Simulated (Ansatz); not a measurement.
**H3IO3Zr: basis-set convergence**

How large a basis does H3IO3Zr need? Two functionals are run in growing sets.

The runs use Ansatz 0.2.0, Gaussian basis; one geometry, several basis sets.

The runs, in order: PBE0-D4/def2-SVP; ωB97M-V/def2-SVP; PBE0-D4/def2-QZVPP; ωB97M-V/def2-QZVPP; the functionals' def2-TZVPP values are taken from earlier runs.

1 further run of the same task is left out (for a known fault of the program).

**1. Structure used throughout**

All runs share one geometry, relaxed beforehand with PBE0-D4 in a triple-zeta def2 set. Zr, I take the def2 core potential; no spin-orbit term is included.

8 atoms, charge 0, spin multiplicity 1.

Atoms are counted from 1 here; the program's logs count them from 0.

Bond lengths: O1–Zr2 1.908 Å, O1–H6 0.953 Å, Zr2–O3 1.908 Å, Zr2–O4 1.908 Å, Zr2–I5 2.764 Å, O3–H7 0.953 Å, O4–H8 0.953 Å. Angles: Zr2–O1–H6 163.9°, O1–Zr2–O3 110.1°, O1–Zr2–O4 110.1°, O1–Zr2–I5 108.9°, O3–Zr2–O4 110.1°, O3–Zr2–I5 108.9°, O4–Zr2–I5 108.9°, Zr2–O3–H7 163.9°, Zr2–O4–H8 163.9°.

**2. PBE0-D4 in def2-SVP**

Contents of in.yaml:

```yaml
crystal:
  periodic: [false, false, false]
  atoms:
    - {symbol: O, position_ang: [-0.720399, 1.590120, 0.581741]}
    - {symbol: Zr, position_ang: [0.045444, 0.054779, -0.253583]}
    - {symbol: O, position_ang: [1.699166, -0.391473, 0.587589]}
    - {symbol: O, position_ang: [-1.161885, -1.419121, -0.146538]}
    - {symbol: I, position_ang: [0.522163, 0.628899, -2.915263]}
    - {symbol: H, position_ang: [-1.316887, 2.197079, 1.009978]}
    - {symbol: H, position_ang: [2.480086, -0.383030, 1.133188]}
    - {symbol: H, position_ang: [-1.547688, -2.277263, 0.002899]}
basis:
  gaussian: {orbitals: def2-SVP}
hamiltonian: {xc: pbe0, dispersion: d4}
output: {orbitals: {seedname: orbitals}}
```

Launch:

```console
> ansatz run in.yaml --threads 4 --pin off --events-out ev --progress --plain --max-ram 10444MiB
```

After this run come: ωB97M-V in def2-SVP; PBE0-D4 in def2-QZVPP; ωB97M-V in def2-QZVPP.

Before running them: what should the planned runs give, taken together? Wanted: PBE0-D4: double and triple zeta above quadruple; ωB97M-V: double and triple zeta above quadruple.

As calculated:

| quantity | value |
| --- | --- |
| PBE0-D4: double and triple zeta above quadruple | 8.66, 0.48 eV |
| ωB97M-V: double and triple zeta above quadruple | 8.82, 0.45 eV |

For PBE0-D4 the step from double to triple zeta gains 8.18 eV and the next only 0.48 eV. Total energies overstate the basis error of differences, where much of it tends to cancel. The LUMO of ωB97M-V is positive and keeps falling with the basis (0.85 to 0.33 eV): an unbound level that the basis holds in place.
